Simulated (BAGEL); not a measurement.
**One shape, several levels: quartet C2H5OSi**

Aim: a comparison of 3 runs (UHF/STO-3G, ROHF/cc-pVDZ, UHF/cc-pVDZ) of quartet C2H5OSi. 

Program for the calculation: BAGEL 1.2.2.

## Step 1: The molecule

C2H5OSi has 9 atoms, charge 0, and is taken as a quartet. SMILES of the parent species: `[CH2][SiH2]C=O`. Geometry: relaxed at GFN2-xTB. That shape belongs to the parent species and isn't relaxed for this state.

Bond lengths: C1–Si2 1.823 Å, Si2–C3 1.945 Å, C3–O4 1.199 Å, C1–H5 1.077 Å, C1–H6 1.077 Å, Si2–H7 1.465 Å, Si2–H8 1.459 Å, C3–H9 1.109 Å. Some angles: C1–Si2–C3 101.4°, Si2–C3–O4 123.8°, C1–Si2–H7 114.4°, C1–Si2–H8 115.1°, C3–Si2–H7 104.5°, C3–Si2–H8 106.7°, Si2–C1–H5 122.1°, Si2–C1–H6 122.6°, Si2–C3–H9 116.0°, O4–C3–H9 120.1°.

## Step 2: The energy at UHF/STO-3G (density fitting with qzvpp-jkfit) (run 1)

Input file input.json:

```json
{ "bagel": [

{
  "title": "molecule",
  "basis": "sto-3g",
  "df_basis": "qzvpp-jkfit",
  "angstrom": true,
  "geometry": [
    { "atom": "C", "xyz": [      -0.840950,       1.246430,      -0.234980 ] },
    { "atom": "Si", "xyz": [      -0.166810,      -0.109440,       0.780320 ] },
    { "atom": "C", "xyz": [       0.929090,      -1.054550,      -0.518910 ] },
    { "atom": "O", "xyz": [       0.554850,      -2.011410,      -1.136000 ] },
    { "atom": "H", "xyz": [      -1.721380,       1.123830,      -0.842990 ] },
    { "atom": "H", "xyz": [      -0.305060,       2.164730,      -0.406880 ] },
    { "atom": "H", "xyz": [       0.777440,       0.320550,       1.814680 ] },
    { "atom": "H", "xyz": [      -1.153120,      -1.065720,       1.271170 ] },
    { "atom": "H", "xyz": [       1.925940,      -0.614400,      -0.726420 ] }
  ]
},

{ "title": "uhf", "nopen": 3 },

{ "title": "print", "file": "orbitals.molden", "orbitals": true }

]}
```

Command:

```console
$ BAGEL_NUM_THREADS=1 BAGEL input.json > input.out
```

Standard output:

```text
* using 1 threads per process

  ===============================================================
  ===============================================================

  *** Geometry ***

  { "atom" : "C", "xyz" : [     -1.589165,      2.355411,     -0.444048 ] },
  { "atom" : "Si", "xyz" : [     -0.315225,     -0.206812,      1.474591 ] },
  { "atom" : "C", "xyz" : [      1.755726,     -1.992811,     -0.980598 ] },
[... 5 lines of this table left out ...]
  { "atom" : "H", "xyz" : [      3.639499,     -1.161048,     -1.372735 ] },

  Number of auxiliary basis functions:      445

  Since a DF basis is specified, we compute 2- and 3-index integrals:
    o Being stored without compression. Storage requirement is 0.003 GB

  Number of basis functions:       29
  Number of electrons      :       39

    * METHOD: MOLECULE                             0.23

  *** Open-shell HF ***

  === Nuclear Repulsion ===
   146.4129824155

      * DIIS with orbital gradients will be used.

  === UHF iteration (sto-3g) ===
      0       -436.86417583          0.03191558           0.04
      1       -436.97165835          0.01653646           0.04
      2       -437.00026164          0.00761606           0.04
[... 18 lines of this table left out ...]
     21       -437.01406081          0.00000001           0.05
    * SCF iteration converged.

    * S^2 (UHF) is 3.7735

    * Permanent dipole moment:
           (    0.100187,    -0.462043,    -0.396265) a.u.

    * METHOD: UHF                                  1.11

    * METHOD: PRINT                                0.00

  ===============================================================
```

Wall time 1.5 s (1 thread of Arm Neoverse N1, shared host); peak memory 0.083 GiB.

## Step 3: A single-point energy at ROHF/cc-pVDZ (density fitting with qzvpp-jkfit) (run 2)

Input file job.json:

```json
{ "bagel" : [

{
  "title" : "molecule",
  "basis" : "cc-pvdz.json",
  "df_basis" : "qzvpp-jkfit",
  "angstrom" : true,
  "geometry" : [
    { "atom" : "C", "xyz" : [   -0.840950,    1.246430,   -0.234980 ] },
    { "atom" : "Si", "xyz" : [   -0.166810,   -0.109440,    0.780320 ] },
    { "atom" : "C", "xyz" : [    0.929090,   -1.054550,   -0.518910 ] },
    { "atom" : "O", "xyz" : [    0.554850,   -2.011410,   -1.136000 ] },
    { "atom" : "H", "xyz" : [   -1.721380,    1.123830,   -0.842990 ] },
    { "atom" : "H", "xyz" : [   -0.305060,    2.164730,   -0.406880 ] },
    { "atom" : "H", "xyz" : [    0.777440,    0.320550,    1.814680 ] },
    { "atom" : "H", "xyz" : [   -1.153120,   -1.065720,    1.271170 ] },
    { "atom" : "H", "xyz" : [    1.925940,   -0.614400,   -0.726420 ] }
  ]
},
{ "title" : "rohf", "nopen" : 3 },
{ "title" : "print", "file" : "orbitals.molden", "orbitals" : true }

]}
```

The basis set cc-pVDZ is read from a file made from the Basis Set Exchange's data (not shown).

Command:

```console
$ BAGEL_NUM_THREADS=1 BAGEL job.json > job.out
```

Standard output:

```text
* using 1 threads per process

  ===============================================================
  ===============================================================

  *** Geometry ***

  { "atom" : "C", "xyz" : [     -1.589165,      2.355411,     -0.444048 ] },
  { "atom" : "Si", "xyz" : [     -0.315225,     -0.206812,      1.474591 ] },
  { "atom" : "C", "xyz" : [      1.755726,     -1.992811,     -0.980598 ] },
[... 5 lines of this table left out ...]
  { "atom" : "H", "xyz" : [      3.639499,     -1.161048,     -1.372735 ] },

  Number of auxiliary basis functions:      445

  Since a DF basis is specified, we compute 2- and 3-index integrals:
    o Being stored without compression. Storage requirement is 0.026 GB

  Number of basis functions:       85
  Number of electrons      :       39

    * METHOD: MOLECULE                             0.33

  *** Open-shell HF ***

  === Nuclear Repulsion ===
   146.4129824155

      * DIIS with orbital gradients will be used.

  === ROHF iteration (cc-pvdz.json) ===
      0       -442.08333326          0.02608244           0.16
      1       -442.19918592          0.01826195           0.16
      2       -442.23074852          0.01363039           0.16
[... 22 lines of this table left out ...]
     25       -442.28452186          0.00000001           0.16
    * SCF iteration converged.

    * S^2 (ROHF) is 3.7500

    * Permanent dipole moment:
           (    0.024030,    -0.698728,    -0.197727) a.u.

    * METHOD: ROHF                                 4.35

    * METHOD: PRINT                                0.03

  ===============================================================
```

Run time: 5.1 s. Hardware: 1 thread of Arm Neoverse N1, shared host; peak memory 0.11 GiB.

## Step 4: The energy at UHF/cc-pVDZ (density fitting with qzvpp-jkfit) (run 3)

Input file hf.json:

```json
{ "bagel" : [

{
  "title" : "molecule",
  "basis" : "cc-pvdz.json",
  "df_basis" : "qzvpp-jkfit",
  "angstrom" : "true",
  "geometry" : [
    { "atom" : "C", "xyz" : [   -0.840950,    1.246430,   -0.234980 ] },
    { "atom" : "Si", "xyz" : [   -0.166810,   -0.109440,    0.780320 ] },
    { "atom" : "C", "xyz" : [    0.929090,   -1.054550,   -0.518910 ] },
    { "atom" : "O", "xyz" : [    0.554850,   -2.011410,   -1.136000 ] },
    { "atom" : "H", "xyz" : [   -1.721380,    1.123830,   -0.842990 ] },
    { "atom" : "H", "xyz" : [   -0.305060,    2.164730,   -0.406880 ] },
    { "atom" : "H", "xyz" : [    0.777440,    0.320550,    1.814680 ] },
    { "atom" : "H", "xyz" : [   -1.153120,   -1.065720,    1.271170 ] },
    { "atom" : "H", "xyz" : [    1.925940,   -0.614400,   -0.726420 ] }
  ]
},
{
  "title" : "uhf",
  "nopen" : 3
},
{
  "title" : "print",
  "file" : "orbitals.molden",
  "orbitals" : "true"
}

]}
```

The basis set cc-pVDZ is read from a file made from the Basis Set Exchange's data (not shown).

Command:

```console
$ BAGEL_NUM_THREADS=1 BAGEL hf.json > hf.out
```

Standard output:

```text
* using 1 threads per process

  ===============================================================
  ===============================================================

  *** Geometry ***

  { "atom" : "C", "xyz" : [     -1.589165,      2.355411,     -0.444048 ] },
  { "atom" : "Si", "xyz" : [     -0.315225,     -0.206812,      1.474591 ] },
  { "atom" : "C", "xyz" : [      1.755726,     -1.992811,     -0.980598 ] },
[... 5 lines of this table left out ...]
  { "atom" : "H", "xyz" : [      3.639499,     -1.161048,     -1.372735 ] },

  Number of auxiliary basis functions:      445

  Since a DF basis is specified, we compute 2- and 3-index integrals:
    o Being stored without compression. Storage requirement is 0.026 GB

  Number of basis functions:       85
  Number of electrons      :       39

    * METHOD: MOLECULE                             0.34

  *** Open-shell HF ***

  === Nuclear Repulsion ===
   146.4129824155

      * DIIS with orbital gradients will be used.

  === UHF iteration (cc-pvdz.json) ===
      0       -442.08333326          0.02608244           0.15
      1       -442.21581528          0.01740698           0.15
      2       -442.25423027          0.01217432           0.15
[... 23 lines of this table left out ...]
     26       -442.29907037          0.00000001           0.15
    * SCF iteration converged.

    * S^2 (UHF) is 3.7816

    * Permanent dipole moment:
           (    0.035506,    -0.708314,    -0.213610) a.u.

    * METHOD: UHF                                  4.42

    * METHOD: PRINT                                0.02

  ===============================================================
```

It took 5.1 s on 1 thread of Arm Neoverse N1, shared host; peak memory 0.11 GiB.

## Step 5: All runs side by side

```tsv
run	level	energy (Eh)	dipole moment (D)	⟨S²⟩	wall time
1	UHF/STO-3G (density fitting with qzvpp-jkfit)	-437.014061	1.57	3.773	1.5 s
2	ROHF/cc-pVDZ (density fitting with qzvpp-jkfit)	-442.284522	1.85	3.750	5.1 s
3	UHF/cc-pVDZ (density fitting with qzvpp-jkfit)	-442.299070	1.88	3.782	5.1 s
```

## Step 6: Results

| quantity | value |
| --- | --- |
| run 3: total energy | -442.29907 Eh |
| run 3: dipole moment | 1.88 D |
| run 3: ⟨S²⟩ | 3.782 |

**Reading.** The dipole moment (its size) runs from 1.57 D (UHF/STO-3G) to 1.88 D (UHF/cc-pVDZ). In run 1 the basis is minimal, so the values are rough. All runs together took 12 s, the longest 5.1 s.
